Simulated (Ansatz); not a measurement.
# CH₄BClO: one species, many methods

How much do the methods differ for CH₄BClO? The plan is to run it at one geometry with functionals of several rungs and with coupled cluster. The yardstick is the atomisation energy at the CCSD(T) limit.

Computed with Ansatz 0.2.0, Gaussian basis. Level: functionals in def2-TZVPP, the program's frozen cores in correlated methods.

Plan: LDA (SPW92), PBE-D4, revPBE-D4, BLYP-D4, r2SCAN-D4, B97M-V, PBE0-D4, B3LYP-D4, r2SCANh-D4, r2SCAN0-D4, HSE06-D4, BHLYP-D4, CAM-B3LYP-D4, LC-ωPBE, ωB97X-V, ωB97M-V, B2PLYP, PBE-QIDH; CCSD(T)/def2-SVP; CCSD(T)/def2-TZVPP; MP2/def2-QZVPP; extrapolation to the limit; RPA on PBE.

## Step 1: The relaxed structure

All runs share one geometry, relaxed beforehand with PBE0-D4 in a triple-zeta def2 set.

SMILES `OCBCl`, 8 atoms, charge 0, spin multiplicity 1.

Atoms are counted from 1 here; the program's logs count them from 0.

Bond lengths: O1–C2 1.404 Å, O1–H5 0.962 Å, C2–B3 1.549 Å, C2–H6 1.104 Å, C2–H7 1.105 Å, B3–Cl4 1.749 Å, B3–H8 1.191 Å. Angles: C2–O1–H5 108.3°, O1–C2–B3 119.2°, O1–C2–H6 109.9°, O1–C2–H7 110.0°, B3–C2–H6 106.6°, B3–C2–H7 106.4°, H6–C2–H7 103.7°, C2–B3–Cl4 120.1°, C2–B3–H8 122.1°, Cl4–B3–H8 117.8°.

## Step 2: LDA

This LDA is Slater exchange with PW92 correlation.

File in.yaml:

```yaml
crystal:
  periodic: [false, false, false]
  atoms:
    - {symbol: O, position_ang: [-0.148169, 1.470384, -0.546489]}
    - {symbol: C, position_ang: [0.482695, 0.442309, 0.172681]}
    - {symbol: B, position_ang: [-0.148033, -0.972955, 0.177082]}
    - {symbol: Cl, position_ang: [-1.622240, -1.278127, -0.713993]}
    - {symbol: H, position_ang: [-0.932684, 1.106443, -0.968729]}
    - {symbol: H, position_ang: [0.598350, 0.738912, 1.229911]}
    - {symbol: H, position_ang: [1.522607, 0.318457, -0.178692]}
    - {symbol: H, position_ang: [0.339572, -1.882522, 0.772431]}
basis:
  gaussian: {orbitals: def2-TZVPP}
hamiltonian: {xc: lda}
output: {orbitals: {seedname: orbitals}}
```

Run with:

```
> ansatz run in.yaml --threads 2 --pin off --events-out ev --progress --plain --max-ram 4352MiB
```

Further steps of the session: PBE-D4 (GGA); revPBE-D4 (GGA); BLYP-D4 (GGA); r2SCAN-D4 (meta-GGA); B97M-V (meta-GGA); B3LYP-D4 (hybrid); r2SCANh-D4 (hybrid); r2SCAN0-D4 (hybrid); HSE06-D4 (hybrid); BHLYP-D4 (hybrid); CAM-B3LYP-D4 (range-separated); LC-ωPBE (range-separated); ωB97X-V (range-separated); ωB97M-V (range-separated); B2PLYP (double hybrid); PBE-QIDH (double hybrid); CCSD(T) in def2-SVP; CCSD(T) in def2-TZVPP; MP2 in def2-QZVPP; RPA on PBE orbitals.

Q: Predict the results of all the runs planned. Wanted: atomisation energy, CCSD(T)/CBS; farthest beyond LDA; mean size of error, GGA; mean size of error, meta-GGA; mean size of error, hybrid; mean size of error, range-separated; mean size of error, double hybrid; gap, smallest and largest; T1 diagnostic.

The runs gave:

| quantity | value |
| --- | --- |
| atomisation energy, CCSD(T)/CBS | 699.6 kcal/mol |
| functionals within 3.5 kcal/mol (0.5 %) | revPBE-D4, BLYP-D4, B3LYP-D4, r2SCANh-D4, LC-ωPBE, ωB97X-V, PBE-QIDH |
| farthest beyond LDA | BHLYP-D4 (-20.7 kcal/mol) |
| mean size of error, GGA | 6.4 kcal/mol |
| mean size of error, meta-GGA | 5.9 kcal/mol |
| mean size of error, hybrid | 6.6 kcal/mol |
| mean size of error, range-separated | 3.2 kcal/mol |
| mean size of error, double hybrid | 3.1 kcal/mol |
| gap, smallest and largest | 3.90 eV (LDA (SPW92)), 11.80 eV (LC-ωPBE) |
| T1 diagnostic | 0.0114 |
| triples share of the correlation energy | 3.8 % |

What this shows: LDA overbinds by 110.4 kcal/mol (16 %). PBE-D4 misses by +19.2 kcal/mol. Double hybrids carry the basis error of their MP2 part in triple zeta, and no dispersion term here, so their miss is partly the set-up's. The rungs double hybrid, range-separated miss on average by less than the doubt on the reference (3.5 kcal/mol), so they tie. The reference freezes the cores and leaves out relativity and excitations past (T), so misses under about 3.5 kcal/mol can't be ranked. Hartree-Fock recovers 74 % of the binding; the rest is correlation. CCSD(T) in def2-SVP is off by -35.1 kcal/mol, worse than the median functional, from the basis alone. The gap grows from 3.9 to 11.8 eV across the functionals, mostly with the share of exact exchange.
